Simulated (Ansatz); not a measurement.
AlO2 in Ansatz: the effect of functional

Crystal: AlO2.

```
Al O
1.0
     1.48816   -5.40283    0.00000
     1.48816    5.40283    0.00000
     0.00000    0.00000    3.64661
Al O
2 4
Direct
  0.66813 0.33187 0.75000
  0.33187 0.66813 0.25000
  0.06107 0.93893 0.75000
  0.93893 0.06107 0.25000
  0.29418 0.70582 0.75000
  0.70582 0.29418 0.25000
```

The cell comes from a database or a generator and needn't be the stable form of this composition.

Alike in all runs:

- Program: Ansatz 0.2.0
- Task: projected density of states
- Potentials or basis: Ansatz PAW
- k mesh: 9 × 9 × 7
- Occupations: fermi-dirac, width 0.05 eV
- Spin: no spin polarisation

| functional | cutoff | pressure (GPa) | largest force (eV/Å) |
| --- | --- | --- | --- |
| LDA | 420 eV (not typed: the program's choice for these potentials) | -11.7 | 0.45 |
| PBE | 420 eV (not typed: the program's choice for these potentials) | -1.2 | 0.70 |
| PBEsol | 420 eV (not typed: the program's choice for these potentials) | -5.9 | 0.64 |
| RPBE | 420 eV (not typed: the program's choice for these potentials) | ? | ? |
| revPBE | 420 eV (not typed: the program's choice for these potentials) | 2.3 | 0.77 |
| BLYP | 420 eV (not typed: the program's choice for these potentials) | 2.0 | 0.71 |
| r2SCAN | 500 eV (not typed: the program's choice for these potentials) | -7.4 | 0.79 |

Q: What does the run with functional RPBE give?

A: Pressure 3.4 GPa; largest force 0.79 eV/Å.

Caveats: the density of states is complete only up to the lowest level of the last band computed; the PAW data sets come from PBE, with cores solved anew for the run's functional, which leaves a small shift of forces and pressure (some runs).
